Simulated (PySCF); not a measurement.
# C6H10O2Si: the cost of one run

Programs: PySCF 2.14.0, with density-fitted response routines of our own. Each step states its level of theory. These are calculated values for one molecule, in the gas phase or a continuum, unless marked as measured. Atoms count from 0, in the outputs and in this text.

## 1. The starting structure

19 atoms, charge 0, multiplicity 1; geometry from: GFN2-xTB. The atoms were then displaced at random by about 0.01 Å, so the start is not that level's minimum.

Bonds of the start (Å): C0–C1 1.51, C1–O2 1.20, C1–O3 1.30, O3–Si4 1.71, Si4–C5 1.90, C5–C6 1.49, C6–C7 1.31, C7–C8 1.49, C8–Si4 1.93, C0–H9 1.06, C0–H10 1.08, C0–H11 1.12, Si4–H12 1.44, C5–H13 1.08, C5–H14 1.09, C6–H15 1.10, C7–H16 1.09, C8–H17 1.08, C8–H18 1.10.

## 2. Optimising the geometry at PBE0-D3(BJ)/def2-SVP

Job settings and geometry (Å):

```
{"job": {"xc": "PBE0", "basis": "def2-SVP", "d3": "d3bj", "grid": 1, "shake": 0.01, "kind": "geom"}, "charge": 0, "multiplicity": 1}
C      3.439650     0.577270     0.035240
C      2.208330    -0.295260     0.103050
O      2.146970    -1.348640     0.667850
O      1.200970     0.206020    -0.549030
Si    -0.260040    -0.673300    -0.623030
C     -1.522040     0.469580    -1.473500
C     -2.609640     0.595970    -0.461530
C     -2.471170     0.025150     0.714020
C     -1.238440    -0.752800     1.035040
H      4.218120     0.196710     0.651890
H      3.733730     0.670260    -0.996650
H      3.157500     1.602130     0.375120
H     -0.017320    -1.932510    -1.277020
H     -1.146440     1.453010    -1.724410
H     -1.917890     0.024620    -2.390520
H     -3.493800     1.188170    -0.722250
H     -3.241150     0.097940     1.485600
H     -0.722150    -0.313610     1.873730
H     -1.495920    -1.783660     1.312300
```

Command:

```sh
> OMP_NUM_THREADS=1 python probes_run.py task.json out
```

One launch serves the whole session: the jobs run in the order shown.

**Question.** How long does this first job take on 1 thread of Intel Xeon at 2.50GHz, shared host, and how much memory does it need?

About 5.3 min, with a peak of 0.87 GiB.
